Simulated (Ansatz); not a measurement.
# Ga2SnSe4: the cost of one run

Program: Ansatz 0.2.0. Level of theory: DFT PBE, scalar-relativistic, plane waves, PAW, unless a step names another level. These are calculated values, not measurements.

3 further runs of the same task are left out: 2 that didn't finish, 1 set aside as unsound or not needed. Runs told in other sessions of the task aren't counted.

## (1) The starting structure

The structure is tetragonal, space group I422 (No. 97). Conventional cell: a = 7.662 Å, b = 7.662 Å, c = 6.293 Å, α = 90.00°, β = 90.00°, γ = 90.00°. Ga (site symmetry 222) is surrounded by 4 Se at 2.45 Å. Around Sn (site symmetry 422) lie 8 Se at 3.24 Å. Se (site symmetry 2) has 2 Ga at 2.45 Å and 2 Sn at 3.24 Å in its first shell of neighbours.

As a file:

```cif
data_structure
_symmetry_space_group_name_H-M 'P 1'
_symmetry_Int_Tables_number 1
_cell_length_a 6.2651
_cell_length_b 6.2651
_cell_length_c 6.2651
_cell_angle_alpha 104.611
_cell_angle_beta 104.611
_cell_angle_gamma 119.702
_cell_volume 184.71
loop_
_atom_site_label
_atom_site_type_symbol
_atom_site_fract_x
_atom_site_fract_y
_atom_site_fract_z
_atom_site_occupancy
Ga1 Ga 0.00000 0.50000 0.50000 1
Ga2 Ga 0.50000 0.00000 0.50000 1
Sn1 Sn 0.00000 0.00000 0.00000 1
Se1 Se 0.07645 0.92355 0.50000 1
Se2 Se 0.42355 0.57645 0.50000 1
Se3 Se 0.92355 0.42355 0.84710 1
Se4 Se 0.57645 0.07645 0.15290 1
```

It came out lowest among 29 distinct ends of the trial cells. At a tolerance of 0.02 Å it has space group I422 (No. 97).

## (2) Tight relaxation for the response runs, on the response runs' mesh and smearing

input.yaml reads:

```yaml
crystal:
  lattice:
    - [-3.8308324609, 3.8308324609, 3.1466620548]
    - [3.8308324609, -3.8308324609, 3.1466620548]
    - [3.8308324609, 3.8308324609, -3.1466620548]
  atoms:
    - { symbol: Ga, position: [0.0, 0.5, 0.5] }
    - { symbol: Ga, position: [0.5, 0.0, 0.5] }
    - { symbol: Sn, position: [0.0, 0.0, 0.0] }
    - { symbol: Se, position: [0.0764520578, 0.9235479422, 0.5] }
    - { symbol: Se, position: [0.4235479422, 0.5764520578, 0.5] }
    - { symbol: Se, position: [0.9235479422, 0.4235479422, 0.8470958845] }
    - { symbol: Se, position: [0.5764520578, 0.0764520578, 0.1529041155] }
basis:
  ecutwfc: 420
kpoints:
  mp_grid: { grid: [6, 6, 6] }
hamiltonian:
  xc: pbe
scf:
  occupations: { method: fixed }
output:
  forces: true
  stress: true
  eigenvalues: true
relax:
  adjacent_minimum: "off"
  f_tol: 0.001
  max_steps: 60
  cell: { stress_tol: 0.01 }
```

The run is started by

```bash
$ ansatz run input.yaml --threads 3 --pin off --max-ram 7680MiB --backend cpu --events-out ev --progress --plain --runs-dir out
```

What time and memory should one allow on 3 threads of Intel Xeon Platinum 8259CL at 2.50GHz (Skylake/Cascade Lake), shared host?

About 44 s, with a peak of 0.75 GiB.
